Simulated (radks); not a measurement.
# Valence configurations of Ir⁺

Aim: which of several valence configurations of Ir⁺ lies lowest at this level, and whether it is the one NIST lists ([Xe] 4f14 5d7 6s1).

The numbers are computed with radks (a radial shooting solver on a logarithmic mesh, Libxc functionals) version 1 (scalar-relativistic Kohn-Sham, PBE, spin-polarised, spherical densities, point nucleus; open shells are filled with parallel spins first), except any that are marked as measured or tabulated.

**1. The atom as given**

| Item | Value |
| --- | --- |
| element | iridium (Z = 77) |
| charge | +1 |
| electrons | 76 |
| configuration | [Xe] 4f14 5d7 6s1 |
| others tried | 4f13 5d7 6s2; 4f14 5d6 6s2; 4f13 5d8 6s1; 4f13 5d7 6s1 6p1; 4f14 5d7 6s0.5 6p0.5; 4f14 5d6.5 6s1.5; 4f14 5d5 6s1 6p2; 4f13 5d7 6p2; 4f14 5d8 |

Outer shells as boxes (Hund's rule):

Ir⁺
```
[Xe] core
4f [↑↓][↑↓][↑↓][↑↓][↑↓][↑↓][↑↓]
5d [↑↓][↑↓][↑ ][↑ ][↑ ]
6s [↑ ]
```

**2. [Xe] 4f14 5d7 6s1**

The run's settings:

```text
Z 77
configuration [Xe] 4f14 5d7 6s1
relativity scalar-relativistic
functional pbe,pbe
spin polarised
nucleus point
c 137.035999084
```

**3. [Xe] 4f13 5d7 6s2**

The run's settings:

```text
Z 77
configuration [Xe] 4f13 5d7 6s2
relativity scalar-relativistic
functional pbe,pbe
spin polarised
nucleus point
c 137.035999084
```

**4. [Xe] 4f14 5d6 6s2**

The run's settings:

```text
Z 77
configuration [Xe] 4f14 5d6 6s2
relativity scalar-relativistic
functional pbe,pbe
spin polarised
nucleus point
c 137.035999084
```

**5. [Xe] 4f13 5d8 6s1**

The run's settings:

```text
Z 77
configuration [Xe] 4f13 5d8 6s1
relativity scalar-relativistic
functional pbe,pbe
spin polarised
nucleus point
c 137.035999084
```

**6. [Xe] 4f13 5d7 6s1 6p1**

The run's settings:

```text
Z 77
configuration [Xe] 4f13 5d7 6s1 6p1
relativity scalar-relativistic
functional pbe,pbe
spin polarised
nucleus point
c 137.035999084
```

**7. [Xe] 4f14 5d7 6s0.5 6p0.5**

The run's settings:

```text
Z 77
configuration [Xe] 4f14 5d7 6s0.5 6p0.5
relativity scalar-relativistic
functional pbe,pbe
spin polarised
nucleus point
c 137.035999084
```

**8. [Xe] 4f14 5d6.5 6s1.5**

The run's settings:

```text
Z 77
configuration [Xe] 4f14 5d6.5 6s1.5
relativity scalar-relativistic
functional pbe,pbe
spin polarised
nucleus point
c 137.035999084
```

**9. [Xe] 4f14 5d5 6s1 6p2**

The run's settings:

```text
Z 77
configuration [Xe] 4f14 5d5 6s1 6p2
relativity scalar-relativistic
functional pbe,pbe
spin polarised
nucleus point
c 137.035999084
```

**10. [Xe] 4f13 5d7 6p2**

The run's settings:

```text
Z 77
configuration [Xe] 4f13 5d7 6p2
relativity scalar-relativistic
functional pbe,pbe
spin polarised
nucleus point
c 137.035999084
```

**11. [Xe] 4f14 5d8**

The run's settings:

```text
Z 77
configuration [Xe] 4f14 5d8
relativity scalar-relativistic
functional pbe,pbe
spin polarised
nucleus point
c 137.035999084
```

**Question.** What will these runs give? Wanted: for each run, valence; E − E(NIST configuration); moment; highest level; its energy; 1s shift.

The runs gave:

| valence | E − E(NIST configuration) (eV) | moment (μB) | highest level | its energy (eV) | 1s shift (eV) |
| --- | --- | --- | --- | --- | --- |
| 4f14 5d7 6s1 | 0.000 | 4 | 5d down | -13.912 | +0.00 |
| 4f14 5d8 | 0.357 | 2 | 5d down | -12.591 | +2.83 |
| 4f14 5d6.5 6s1.5 | 0.853 | 4 | 6s down | -13.065 | -1.58 |
| 4f14 5d6 6s2 | 1.851 | 4 | 6s down | -13.789 | -3.20 |
| 4f14 5d7 6s0.5 6p0.5 | 3.333 | 4 | 6p up | -8.118 | -0.83 |
| 4f14 5d5 6s1 6p2 | 15.011 | 8 | 6p up | -10.721 | -9.46 |
| 4f13 5d8 6s1 | 60.542 | 4 | 6s up | -14.387 | -11.46 |
| 4f13 5d7 6s2 | 63.620 | 4 | 6s down | -14.294 | -14.88 |
| 4f13 5d7 6s1 6p1 | 69.146 | 6 | 6p up | -9.364 | -16.39 |
| 4f13 5d7 6p2 | 76.682 | 6 | 6p up | -10.125 | -17.99 |

**Reading.** The NIST configuration is the lowest of those tried, 0.357 eV under 4f14 5d8. The energies are those of spherical high-spin densities, not of single terms. The 1s eigenvalue shifts by up to 17.99 eV as the valence charge is rearranged.
